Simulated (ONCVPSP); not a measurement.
# Ge: generating and testing an ONCV potential

Aim: build the potential from the settings below, then test how well it stands in for the atom: other configurations, scattering, ghost states and the plane-wave cutoff that it needs.

The numbers are computed with ONCVPSP 4.0.1.1 (patched build) (LDA (Perdew-Wang 92), scalar-relativistic, spin-unpolarised reference atom).

## Step 1: The atom and the settings

The settings as typed:

```
element                 : germanium (Ge, Z = 32)
type                    : optimised norm-conserving Vanderbilt (ONCV)
frozen core             : [Ne]
valence charge          : 22
reference configuration : 3s2 3p6 3d10 4s2 4p2
partial waves           : 3s+4s: rc 0.90 bohr, ncon 4, nbas 7, qcut 13.5 1/bohr, 2 projectors; 3p+4p: rc 1.00 bohr, ncon 4, nbas 7, qcut 15.3 1/bohr, 2 projectors; 3d: rc 0.85 bohr, ncon 5, nbas 9, qcut 20.1 1/bohr, 2 projectors, debl 1.5 Ha; f scattering state at 0.04 Ha: rc 1.00 bohr, ncon 4, nbas 8, qcut 10.2 1/bohr, 2 projectors, debl 2.8 Ha
local potential         : polynomial inside 0.65 bohr (lpopt 5, dvloc0 6 Ha)
core correction         : polynomial model core, fcfact 0.7
```

The nodes and maxima of the atom's own shells, from an earlier all-electron run, set the scale for the radii.

All-electron outer shells of the reference configuration (LDA (PZ), scalar-relativistic, ld1.x):

| shell | level (eV) | outermost node (bohr) | outermost maximum (bohr) |
| --- | --- | --- | --- |
| 2s | -1369.45 | 0.06 | 0.18 |
| 2p | -1198.06 | – | 0.14 |
| 3s | -167.73 | 0.26 | 0.54 |
| 3p | -115.38 | 0.23 | 0.54 |
| 3d | -29.55 | – | 0.50 |
| 4s | -11.95 | 0.77 | 1.73 |
| 4p | -4.05 | 0.82 | 2.19 |

## Step 2: The generation run

Ge.dat reads:

```
# ATOM AND REFERENCE CONFIGURATION
# atsym  z   nc   nv     iexc    psfile
  Ge 32.00    3    5  -001012      upf
#
#   n    l    f
    1    0    2.00
    2    0    2.00
    2    1    6.00
    3    0    2.00
    3    1    6.00
    3    2   10.00
    4    0    2.00
    4    1    2.00
#
# PSEUDOPOTENTIAL AND OPTIMIZATION
# lmax
    3
#
#   l,   rc,      ep,       ncon, nbas, qcut
    0    0.90    0.00    4    7   13.50
    1    1.00    0.00    4    7   15.30
    2    0.85    0.00    5    9   20.10
    3    1.00    0.04    4    8   10.20
#
# LOCAL POTENTIAL
# lloc, lpopt,  rc(5),   dvloc0
    4    5    0.65    6.00
#
# VANDERBILT-KLEINMAN-BYLANDER PROJECTORs
# l, nproj, debl
    0    2    3.50
    1    2    3.10
    2    2    1.50
    3    2    2.80
#
# MODEL CORE CHARGE
# icmod, fcfact, rcfact
    1    0.70    0.00
#
# LOG DERIVATIVE ANALYSIS
# epsh1, epsh2, depsh
   -8.00    5.00    0.04
#
# OUTPUT GRID
# rlmax, drl
    6.00    0.01
#
# TEST CONFIGURATIONS
# ncnf
    4
# nvcnf
#   n    l    f
    5
    3    0    2.00
    3    1    6.00
    3    2   10.00
    4    0    2.00
    4    1    1.00
#
    5
    3    0    2.00
    3    1    6.00
    3    2   10.00
    4    0    2.00
    4    1    0.00
#
    5
    3    0    2.00
    3    1    6.00
    3    2   10.00
    4    0    1.00
    4    1    0.00
#
    5
    3    0    2.00
    3    1    6.00
    3    2    9.00
    4    0    2.00
    4    1    2.00
#
```

Started as:

```sh
$ oncvpsp.x < Ge.dat > Ge.out
```

Before running it: what results should come out? Wanted: cutoffs for 1 and 0.1 mHa per electron, occupied waves; bound ghosts; GHOST(+) flags; largest test error; largest phase difference near zero energy, channels read; rms error of d²Exc/dn², without and with the model core.

The runs gave:

```
                                                quantity                             value
  cutoffs for 1 and 0.1 mHa per electron, occupied waves                 158 Ha and 177 Ha
                                            bound ghosts                        none found
                                          GHOST(+) flags                none at low energy
                            largest test error (AE − PS)  +12 meV, for 3s2 3p6 3d9 4s2 4p2
largest phase difference near zero energy, channels read                         0.000 rad
 rms error of d²Exc/dn², without and with the model core                 2.34 and 1.00 mHa
```

What this shows: The worst unpolarised test, 3s2 3p6 3d9 4s2 4p2, is off by 12 meV on 39.0 eV; by total energies transferability rates as good. It counts as very hard, with 158 Ha needed at the looser tolerance. At the looser tolerance the 3d wave is the slowest; 3s needs 70 Ha. The program's ghost test flags no bound state. Near zero energy the phases of the channels with partial waves agree within 0.001 rad. These are tests on the free atom; a crystal test is still owed.
